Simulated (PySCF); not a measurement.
**CsSr−: from the state search to spectroscopic constants**

The task here is to estimate one member of a computed series from the others.

Method: Cs def2-SVPD with ECP46, Sr def2-SVPD with ECP28, scalar-relativistic core potentials; program: PySCF 2.14.0.

4 further runs of the same task are left out: 4 set aside as unsound or not needed.

Set-up of the first run:

A driver script around PySCF takes these settings:

```json
{
  "atoms": "Cs, Sr",
  "charge": "-1",
  "basis": "Cs def2-SVPD with ECP46, Sr def2-SVPD with ECP28",
  "Hamiltonian": "scalar-relativistic core potentials",
  "basis functions": "53",
  "electrons treated": "20",
  "masses in u": "132.9054, 87.9056",
  "levels": "PBE0, PBE, r²SCAN, MN15, B2PLYP, revPBE, HSE06, MP2, SCS-MP2, CCSD, CCSD(T)",
  "grid": "80 radial by 434 angular points",
  "occupations": "held fixed by the projection of orbital angular momentum",
  "dissociation limit": "Cs− + Sr, each in its ground configuration",
  "starting distance in angstrom": "4.015",
  "values of 2S to try": "0, 2"
}
```

Started as:

```
$ OMP_NUM_THREADS=1 python dia.py task.json out
```

Steps of the session up to this table: Set-up; The PBE0 curve of the state that the search chose; PBE (GGA); r²SCAN (meta-GGA); MN15 (hybrid meta-GGA); B2PLYP (double hybrid); revPBE; HSE06 (range-separated hybrid); Correlated methods on the Hartree–Fock reference.

One of the session's tables, all rows but one given; the rest of the session is left out.

It belongs to the step «The curves together». Energy (eV) from each level's lowest point:

```
R (Å)  RHF-MP2  RHF-SCS-MP2  RHF-CCSD  RHF-CCSD(T)    PBE
4.497    0.097        0.113       n/a          n/a  0.072
4.706    0.049        0.061     0.058        0.048  0.030
4.915    0.020        0.028     0.025        0.018  0.008
5.072    0.008        0.013     0.011        0.006  0.001
5.229    0.001        0.004     0.003        0.000  0.000
5.386        ?            ?         ?            ?      ?
5.595    0.004        0.001     0.003        0.006  0.013
5.856    0.016        0.009     0.012        0.019  0.029
6.170    0.035        0.024     0.030        0.041  0.052
6.588    0.063        0.048       n/a          n/a  0.084
```

Q: Estimate the row for R (Å) = 5.386 from the others.

Worked estimate for «RHF-MP2». A straight line through the neighbours (5.229, 0.001) and (5.595, 0.004) gives 0.001 + (0.004 − 0.001) × (5.386 − 5.229) / (5.595 − 5.229) = 0.002; a parabola fitted to 4 rows on both sides gives 0.000.

The run gave: RHF-MP2: 0.000; RHF-SCS-MP2: 0.000; RHF-CCSD: 0.000; RHF-CCSD(T): 0.000; PBE: 0.003. In «RHF-MP2» the line misses by +0.002 and the parabola by 0.000.
